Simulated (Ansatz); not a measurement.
SiMo3, space group Pm-3n, an SCF with some post-processing

Computed with the Ansatz DFT code, driven from Python.

Interactive session:
```pycon
>>> import warnings
>>> import ansatz as az
>>> import numpy as np
>>> from pymatgen.core import Structure
>>> params = {
...     "xc": "pbesol",
...     "cutoff_ev": 470,
...     "kmesh": (5, 5, 5),
...     "occupations": "fermi_dirac",
...     "smearing_width": 0.15,
... }
>>> warnings.simplefilter("ignore", az.DeckWarning)
>>> lattice = az.Lattice.of(
...     (4.889, 0.0, 0.0),
...     (0.0, 4.889, 0.0),
...     (0.0, 0.0, 4.889),
... )
>>> sites = [
...     ("Si", (0.0, 0.0, 0.0)),
...     ("Si", (0.5, 0.5, 0.5)),
...     ("Mo", (0.25, 0.0, 0.5)),
...     ("Mo", (0.5, 0.75, 0.0)),
...     ("Mo", (0.75, 0.0, 0.5)),
...     ("Mo", (0.5, 0.25, 0.0)),
...     ("Mo", (0.0, 0.5, 0.75)),
...     ("Mo", (0.0, 0.5, 0.25)),
... ]
>>> system = az.Crystal(lattice=lattice)
>>> for symbol, position in sites:
...     system = system.atom(symbol, position)
...
>>> len(system.resolved().sites)
8
>>> calculation = (
...     system.calculation()
...     .functional(params["xc"])
...     .basis(params["cutoff_ev"])
...     .kpoints(mesh=params["kmesh"])
...     .occupations(params["occupations"], width=params["smearing_width"])
...     .cutoff_correction(756)
...     .band_table()
... )
>>> out = calculation.run()

>>> report = out.report
>>> report["n_iterations"], report["closed_by"]
(6, 'deck_thresholds')
>>> report["kweights"]
[0.008, 0.048, 0.048, 0.096, 0.192, 0.096, 0.064, 0.192, 0.192, 0.064]
>>> {key: value for key, value in report.items() if isinstance(value, (int, float)) and "ev" in key}
{'n_hpsi_unsolved_levels': 176, 'gap_by_band_count_ev': -1.749875499212603, 'fermi_energy_ev': 19.625843421587764, 'harris_foulkes_ev': -30630.943773642313, 'free_energy_ev': -30630.94377364171, 'internal_energy_ev': -30630.682877188618, 'lagrangian_ev': -30630.94377364171, 'energy_sigma0_ev': -30630.813325415165, 'lagrangian_sigma0_ev': -30630.813325415165, 'lagrangian_above_aufbau_ev': -0.1215494863581697, 'entropy_ts_ev': 0.2608964530915671, 'loop_fermi_energy_ev': 19.625843421585934, 'occupations_fermi_energy_ev': 19.625843421587764}
>>> energy = report["free_energy_ev"]
>>> print("SiMo3: {:.6f} eV = {:.6f} Ry = {:.6f} Ha".format(energy, energy / 13.605693, energy / 27.211386))
SiMo3: -30630.943774 eV = -2251.332863 Ry = -1125.666431 Ha
>>> print("Fermi level {:.4f} eV, {} k-points, {} symmetry operations".format(report["fermi_energy_ev"], report["n_kpoints"], report["n_symmetry_ops"]))
Fermi level 19.6258 eV, 10 k-points, 48 symmetry operations
>>> final = Structure(out.lattice.cell_ang, [s.symbol for s in out.lattice.sites], [s.position_frac for s in out.lattice.sites])
>>> for index, (site, neighbours) in enumerate(zip(final, final.get_all_neighbors(5.5))):
...     first = min(n.nn_distance for n in neighbours)
...     shell = [n for n in neighbours if n.nn_distance < 1.1 * first]
...     mean = sum(n.nn_distance for n in shell) / len(shell)
...     print(f"atom {index} {site.specie.symbol}: {len(shell)} neighbours within 1.1 of the shortest distance, mean {mean:.3f} A")
...
atom 0 Si: 12 neighbours within 1.1 of the shortest distance, mean 2.733 A
atom 1 Si: 12 neighbours within 1.1 of the shortest distance, mean 2.733 A
atom 2 Mo: 2 neighbours within 1.1 of the shortest distance, mean 2.445 A
atom 3 Mo: 2 neighbours within 1.1 of the shortest distance, mean 2.445 A
atom 4 Mo: 2 neighbours within 1.1 of the shortest distance, mean 2.445 A
atom 5 Mo: 2 neighbours within 1.1 of the shortest distance, mean 2.445 A
atom 6 Mo: 2 neighbours within 1.1 of the shortest distance, mean 2.445 A
atom 7 Mo: 2 neighbours within 1.1 of the shortest distance, mean 2.445 A
>>> estimate = report.get("cutoff_correction")
>>> if estimate:
...     print("towards {} eV the energy would change by {:.2f} meV/atom".format(estimate["reference_ecutwfc_ev"], 1000 * estimate["energy_ev"] / len(out.lattice.sites)))
...
towards 756.0 eV the energy would change by -0.30 meV/atom
>>> eps, occ = np.array(report["eigenvalues_ev"]), np.array(report["occupations"])
>>> wk = np.tile(report["kweights"], len(eps) // len(report["kweights"]))
>>> print(f"sum of w f eps = {wk @ (eps * occ).sum(axis=1):.4f} eV, reported band energy {report['components']['e_band']:.4f} eV")
sum of w f eps = -352.2551 eV, reported band energy -352.2551 eV
>>> for term in (az.EnergyTerm.SMEARING, az.EnergyTerm.DISPERSION):
...     print(f"F without {term.name.lower()}: {az.free_energy_without(report, term):.5f} eV")
...
F without smearing: -30630.68288 eV
F without dispersion: -30630.94377 eV
```

What to keep in mind:
- Absolute energies stand on the zero of these potentials, so only differences at equal settings mean something.
- Spin is left out of this run.
- The computed bands are complete only to about 2.0 eV above the Fermi level.
- The mesh is modest for a metal, so energies can be off by several to tens of meV an atom and pressures by half a GPa or more; differences at equal mesh fare better.
- An absolute Fermi energy rests on an arbitrary zero of the periodic potential and has no direct meaning.
- A Fermi-Dirac width this large means warm electrons, whose thermal share enters the free energy.
- A gap by band count of zero or less means overlapping bands, a metal.
- The structure is a deposited one; some such entries were measured under pressure or heat, so a shift against it needn't be the functional's error alone.
- Levels are Kohn-Sham eigenvalues on this mesh, without spin-orbit coupling.
- The script silences the warnings on its input, which a real study should read.
- The whole script took 5.5 s on 1 thread of Arm Neoverse V2 (shared host), peak memory 0.46 GiB.

(Lines on the test bed's own set-up are left out of the output.)
